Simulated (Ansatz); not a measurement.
# C4H10Cl2InN: the cost of one run

Program: Ansatz 0.2.0, Gaussian basis. Level of theory: one geometry, several basis sets. These are calculated values, not measurements.

The runs, in order: PBE0-D4/def2-SVP; ωB97M-V/def2-SVP; PBE0-D4/def2-QZVPP; ωB97M-V/def2-QZVPP; the functionals' def2-TZVPP values are taken from earlier runs.

## (1) The geometry

An earlier PBE0-D4 in a triple-zeta def2 set relaxation fixed the geometry. In takes the def2 core potential; no spin-orbit term is included.

SMILES `CC[N](CC)[In]([Cl])[Cl]`, 18 atoms, charge 0, spin multiplicity 1.

Atoms are counted from 1 here; the program's logs count them from 0.

Bond lengths: C1–C2 1.513 Å, C1–H9 1.093 Å, C1–H10 1.091 Å, C1–H11 1.102 Å, C2–N3 1.445 Å, C2–H12 1.103 Å, C2–H13 1.100 Å, N3–C4 1.445 Å, N3–In6 2.041 Å, C4–C5 1.513 Å, C4–H14 1.103 Å, C4–H15 1.100 Å, C5–H16 1.102 Å, C5–H17 1.091 Å, C5–H18 1.093 Å, In6–Cl7 2.312 Å, In6–Cl8 2.332 Å. Angles: C2–C1–H9 111.0°, C2–C1–H10 111.7°, C2–C1–H11 111.3°, H9–C1–H10 108.3°, H9–C1–H11 108.8°, H10–C1–H11 105.7°, C1–C2–N3 111.3°, C1–C2–H12 109.6°, C1–C2–H13 109.0°, N3–C2–H12 112.3°, N3–C2–H13 108.4°, H12–C2–H13 106.2°, C2–N3–C4 114.1°, C2–N3–In6 115.4°, C4–N3–In6 115.4°, N3–C4–C5 111.3°, N3–C4–H14 112.3°, N3–C4–H15 108.4° and more.

## (2) PBE0-D4 in def2-SVP

Input file in.yaml:

```yaml
crystal:
  periodic: [false, false, false]
  atoms:
    - {symbol: C, position_ang: [2.371698, 0.077638, -0.587814]}
    - {symbol: C, position_ang: [1.357775, -0.668525, 0.251311]}
    - {symbol: N, position_ang: [0.112490, 0.059126, 0.339478]}
    - {symbol: C, position_ang: [-0.937968, -0.652453, 1.030972]}
    - {symbol: C, position_ang: [-2.244412, 0.108609, 0.977546]}
    - {symbol: In, position_ang: [-0.459000, 1.027054, -1.363800]}
    - {symbol: Cl, position_ang: [-0.506247, 3.333404, -1.517130]}
    - {symbol: Cl, position_ang: [-1.119707, -0.045681, -3.325968]}
    - {symbol: H, position_ang: [2.524158, 1.091239, -0.208521]}
    - {symbol: H, position_ang: [3.336931, -0.431390, -0.600729]}
    - {symbol: H, position_ang: [2.052644, 0.137626, -1.641057]}
    - {symbol: H, position_ang: [1.219887, -1.685596, -0.153927]}
    - {symbol: H, position_ang: [1.757955, -0.795097, 1.268302]}
    - {symbol: H, position_ang: [-1.086852, -1.670039, 0.630944]}
    - {symbol: H, position_ang: [-0.638515, -0.776856, 2.082303]}
    - {symbol: H, position_ang: [-2.631286, 0.167235, -0.052829]}
    - {symbol: H, position_ang: [-3.024146, -0.388141, 1.557379]}
    - {symbol: H, position_ang: [-2.123007, 1.123149, 1.365442]}
basis:
  gaussian: {orbitals: def2-SVP}
hamiltonian: {xc: pbe0, dispersion: d4}
output: {orbitals: {seedname: orbitals}}
```

Run with:

```sh
> ansatz run in.yaml --threads 4 --pin off --events-out ev --progress --plain --max-ram 66560MiB --backend cpu
```

Q: Estimate wall time and peak memory on 4 threads of AMD EPYC 7R13, shared host.

About 4.5 s, with a peak of 0.67 GiB.
